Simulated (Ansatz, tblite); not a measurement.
**Cis-[TiF2(H2O)4]+ (F₂H₈O₄Ti+): rung by rung**

One table from this session's results is given with a row withheld; the runs are named, their logs left out.

The runs use Ansatz 0.2.0, Gaussian basis; as each input shows.

Levels to be run: GFN1-xTB, GFN2-xTB, PBE-D4/def2-TZVP, r2SCAN-D4/def2-TZVP, B2PLYP/def2-TZVP, LDA/def2-TZVP, LC-ωPBE/def2-TZVP, PBE-D4/def2-SVP, PBE0-D4/def2-SVP, HF/STO-3G, MP2/def2-TZVP, RPA/def2-TZVP.

2 further runs of the same task are left out: 2 set aside as unsound or not needed. Runs told in other sessions of the task aren't counted.

**The structure**

The doublet was relaxed beforehand with B3LYP-D4/def2-SVP.

15 atoms, charge 1, spin multiplicity 2.

Bond lengths: F1–Ti7 1.788 Å, F2–Ti7 1.786 Å, O3–Ti7 2.233 Å, O3–H8 0.969 Å, O3–H9 0.970 Å, O4–Ti7 2.237 Å, O4–H10 0.970 Å, O4–H11 0.971 Å, O5–Ti7 2.191 Å, O5–H12 0.971 Å, O5–H13 0.972 Å, O6–Ti7 2.191 Å, O6–H14 0.971 Å, O6–H15 0.972 Å. Angles: Ti7–O3–H8 120.5°, Ti7–O3–H9 113.5°, H8–O3–H9 106.9°, Ti7–O4–H10 119.6°, Ti7–O4–H11 112.8°, H10–O4–H11 106.6°, Ti7–O5–H12 116.5°, Ti7–O5–H13 112.3°, H12–O5–H13 106.0°, Ti7–O6–H14 115.3°, Ti7–O6–H15 112.8°, H14–O6–H15 105.9°, F1–Ti7–F2 123.7°, F1–Ti7–O3 154.6°, F1–Ti7–O4 81.8°, F1–Ti7–O5 88.1°, F1–Ti7–O6 89.4°, F2–Ti7–O3 81.7° and more.

No spin-orbit coupling is included. The ion is computed in the gas phase, without counter-ions or solvent.

PBE0-D4/def2-TZVP was run before; its log isn't repeated, and its numbers join the tables.

Set-up of the first run:

Tight binding, by tblite at 300 K electronic temperature and without a spin-polarisation term:

```python
tblite.interface.Calculator('GFN1-xTB', numbers, positions, charge=1, uhf=1).singlepoint()
```

Tight binding, by tblite at 300 K electronic temperature and without a spin-polarisation term:

```python
tblite.interface.Calculator('GFN2-xTB', numbers, positions, charge=1, uhf=1).singlepoint()
```

start.molden holds the orbitals of an earlier run on this state, given as this run's starting guess.

File in.yaml:

```yaml
crystal:
  periodic: [false, false, false]
  atoms:
    - {symbol: F, position_ang: [-0.137820, 0.018185, 2.074478]}
    - {symbol: F, position_ang: [2.079540, -0.011999, -0.162925]}
    - {symbol: O, position_ang: [0.033071, -0.119987, -1.842238]}
    - {symbol: O, position_ang: [-1.837863, 0.105816, 0.034483]}
    - {symbol: O, position_ang: [0.389853, 2.189907, 0.419655]}
    - {symbol: O, position_ang: [0.437656, -2.188795, 0.427541]}
    - {symbol: Ti, position_ang: [0.372326, -0.000186, 0.361212]}
    - {symbol: H, position_ang: [-0.559996, -0.790915, -2.213700]}
    - {symbol: H, position_ang: [0.853527, -0.152096, -2.359474]}
    - {symbol: H, position_ang: [-2.207718, 0.819263, -0.508067]}
    - {symbol: H, position_ang: [-2.341238, 0.099394, 0.864406]}
    - {symbol: H, position_ang: [1.161830, 2.627868, 0.025735]}
    - {symbol: H, position_ang: [0.320005, 2.535349, 1.325305]}
    - {symbol: H, position_ang: [0.101827, -2.589859, 1.245930]}
    - {symbol: H, position_ang: [1.334978, -2.541964, 0.307640]}
basis:
  gaussian: {orbitals: def2-TZVP, initial_orbitals: start.molden}
total_charge: 1
magnetization: {spin_polarized: true, initial_magnetization: 1}
hamiltonian: {xc: pbe, dispersion: d4}
scf: {omitted_lower_state_checks: [starts]}
output: {forces: true, orbitals: {seedname: orbitals}}
```

On the command line:

```sh
> ansatz run in.yaml --threads 4 --pin off --events-out ev --progress --plain --max-ram 4787MiB
```

Steps of the session up to this table: PBE-D4/def2-TZVP; r2SCAN-D4/def2-TZVP; B2PLYP/def2-TZVP; LDA/def2-TZVP; LC-ωPBE/def2-TZVP; PBE-D4/def2-SVP; PBE0-D4/def2-SVP; HF/STO-3G; MP2/def2-TZVP; RPA/def2-TZVP.

One of the session's tables, all rows but one given; the rest of the session is left out.

```
              level  HOMO (eV)  gap (eV)
          HF/STO-3G      -6.62     11.90
      LDA/def2-TZVP      -7.43      0.39
    PBE-D4/def2-SVP      -7.18      0.78
   PBE-D4/def2-TZVP      -7.50      0.77
r2SCAN-D4/def2-TZVP      -8.05      1.42
   PBE0-D4/def2-SVP          ?         ?
  PBE0-D4/def2-TZVP      -9.97      4.54
  LC-ωPBE/def2-TZVP     -13.01     10.07
```

Estimate the missing values for PBE0-D4/def2-SVP.

The run gave: HOMO (eV): -9.84; gap (eV): 4.54. In the column «HOMO (eV)» it lies between PBE0-D4/def2-TZVP (-9.97) and r2SCAN-D4/def2-TZVP (-8.05).
